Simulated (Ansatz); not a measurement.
**HF/3-21G run of Si2H5Cl (SMILES [SiH3][SiH2]Cl)**

Aim: the electronic atomisation energy of Si2H5Cl at HF/3-21G, from 4 runs. 

The calculation is run with Ansatz 0.2.0.

59 further runs of the same task are left out: 59 set aside as unsound or not needed.

### 1 The system as given

The species is Si2H5Cl (8 atoms), meant as a singlet with charge 0. As SMILES, `[SiH3][SiH2]Cl`. The shape is that of a PBE0-D4/def2-TZVP optimisation.

Bond lengths: Si1–Si2 2.338 Å, Si2–Cl3 2.065 Å, Si1–H4 1.488 Å, Si1–H5 1.486 Å, Si1–H6 1.486 Å, Si2–H7 1.485 Å, Si2–H8 1.485 Å. Some angles: Si1–Si2–Cl3 108.7°, Si1–Si2–H7 111.9°, Si1–Si2–H8 111.8°, Cl3–Si2–H7 107.7°, Cl3–Si2–H8 107.7°, Si2–Si1–H4 109.6°, Si2–Si1–H5 109.6°, Si2–Si1–H6 109.6°, H7–Si2–H8 108.8°, H4–Si1–H5 109.3°.

### 2 The energy at HF/3-21G

Input file in.yaml:

```yaml
crystal:
  periodic: [false, false, false]
  atoms:
    - {symbol: Si, position_ang: [-0.706500, 0.881800, -0.390300]}
    - {symbol: Si, position_ang: [0.573400, -0.938800, 0.325900]}
    - {symbol: Cl, position_ang: [2.431600, -0.252900, 0.908000]}
    - {symbol: H, position_ang: [-2.053000, 0.410100, -0.813000]}
    - {symbol: H, position_ang: [-0.034300, 1.540700, -1.540000]}
    - {symbol: H, position_ang: [-0.854500, 1.855700, 0.722100]}
    - {symbol: H, position_ang: [-0.041800, -1.622800, 1.491400]}
    - {symbol: H, position_ang: [0.777200, -1.930900, -0.759900]}
basis:
  gaussian:
    orbitals: 3-21G.json
hamiltonian:
  xc: hf
accuracy: high
output: {orbitals: {seedname: orbitals}}
```

The basis set 3-21G is read from a file made from the Basis Set Exchange's data (not shown).

The run is started by

```sh
$ ansatz run in.yaml --threads 1 --pin off --max-ram 3480MiB --events-out events.jsonl --progress --plain --runs-dir runs
```

Log:

```text
Warning: RAYON_NUM_THREADS=1 ignored (pool sized by the plan → 1); use --threads N
Functional definition: HF
  name "HF"
  exchange = exact_x
  correlation = 0
1106 factors; integrals over basis functions are off by at most 4.4e-9 eV
mean field evaluation 1: about -28163.1473 eV, gradient 1.3e1 eV
mean field evaluation 2: about -28163.1497 eV, gradient 1.3e1 eV
mean field evaluation 4: about -28163.9480 eV, gradient 1.1e0 eV
mean field evaluation 8: about -28163.9534 eV, gradient 5.2e-7 eV
mean field -28163.95339310 eV, -1035.0061969833 hartree, gradient 2.5e-8 eV, S^2 0.000000; 0 other end points of the search recorded, 0 dependent functions left out
reference -28163.95339310 eV, -1035.0061969833 hartree; 25, 25 occupied and 24, 24 virtual orbitals, 1106 factors
Total energy: -28163.95339310 eV, -1035.0061969833 hartree
```

Wall time 0.6 s (1 thread of Arm Neoverse V1, shared host); peak memory 0.11 GiB.

### 3 The Cl atom, same level

Input file run.yaml:

```yaml
crystal:
  periodic: [false, false, false]
  atoms:
    - {symbol: Cl, position_ang: [0.000000, 0.000000, 0.000000]}
basis:
  gaussian:
    orbitals: 3-21G.json
magnetization:
  spin_polarized: true
  initial_magnetization: 1
hamiltonian:
  xc: hf
accuracy: high
```

The basis set 3-21G is read from a file made from the Basis Set Exchange's data (not shown).

Run the same way, it converges to -457.27655 Eh (log not shown).

### 4 The H atom

Input file job.yaml:

```yaml
crystal:
  periodic: [false, false, false]
  atoms:
    - {symbol: H, position_ang: [0.000000, 0.000000, 0.000000]}
basis:
  gaussian:
    orbitals: 3-21G.json
accuracy: high
magnetization:
  spin_polarized: true
  initial_magnetization: 1
hamiltonian:
  xc: hf
```

The basis set 3-21G is read from a file made from the Basis Set Exchange's data (not shown).

The run is started by

```sh
$ ansatz run job.yaml --threads 1 --pin off --max-ram 3480MiB --events-out events.jsonl --progress --plain --runs-dir runs
```

Log:

```text
Warning: RAYON_NUM_THREADS=1 ignored (pool sized by the plan → 1); use --threads N
[... 4 set-up lines as earlier in the session ...]
3 factors; integrals over basis functions are off by at most 1.3e-8 eV
mean field evaluation 1: about -13.4868 eV, gradient 1.3e0 eV
mean field evaluation 2: about -13.4868 eV, gradient 1.3e0 eV
mean field evaluation 4: about -13.5023 eV, gradient 2.1e-5 eV
mean field evaluation 8: about -13.5023 eV, gradient 1.0e-12 eV
mean field -13.50225274 eV, -0.4961986360 hartree, gradient 4.5e-8 eV, S^2 0.750000; 0 other end points of the search recorded, 0 dependent functions left out
reference -13.50225274 eV, -0.4961986360 hartree; 1, 0 occupied and 1, 2 virtual orbitals, 3 factors
Total energy: -13.50225274 eV, -0.4961986360 hartree
```

It took 0.04 s on 1 thread of Arm Neoverse V1, shared host.

### 5 The Si atom

Input file in.yaml:

```yaml
crystal:
  periodic: [false, false, false]
  atoms:
    - symbol: Si
      position_ang: [0.000000, 0.000000, 0.000000]
basis:
  gaussian:
    orbitals: 3-21G.json
magnetization:
  spin_polarized: true
  initial_magnetization: 2
hamiltonian:
  xc: hf
accuracy: high
```

The basis set 3-21G is read from a file made from the Basis Set Exchange's data (not shown).

Run the same way, it converges to -287.34443 Eh (log not shown).

### 6 Outcome

Level: HF/3-21G.

| quantity | value |
| --- | --- |
| molecule: total energy | -1035.00620 Eh |
| molecule: HOMO energy | -11.10 eV |
| molecule: LUMO energy | 2.63 eV |
| molecule: HOMO–LUMO gap | 13.73 eV |
| Cl atom: total energy | -457.27655 Eh |
| Cl atom: ⟨S²⟩ | 0.750 |
| H atom: total energy | -0.49620 Eh |
| H atom: ⟨S²⟩ | 0.750 |
| Si atom: total energy | -287.34443 Eh |
| Si atom: ⟨S²⟩ | 2.000 |
| electronic atomisation energy | 15.233 eV |

Taking the molecule apart into free atoms costs 15.23 eV (351 kcal/mol), before zero-point energy and without spin-orbit coupling. Hartree–Fock lacks the correlation of the bonding pairs, which as a rule makes this value much too low; in minimal bases other errors can mask that. The basis has no polarisation functions, which makes bonds too weak.
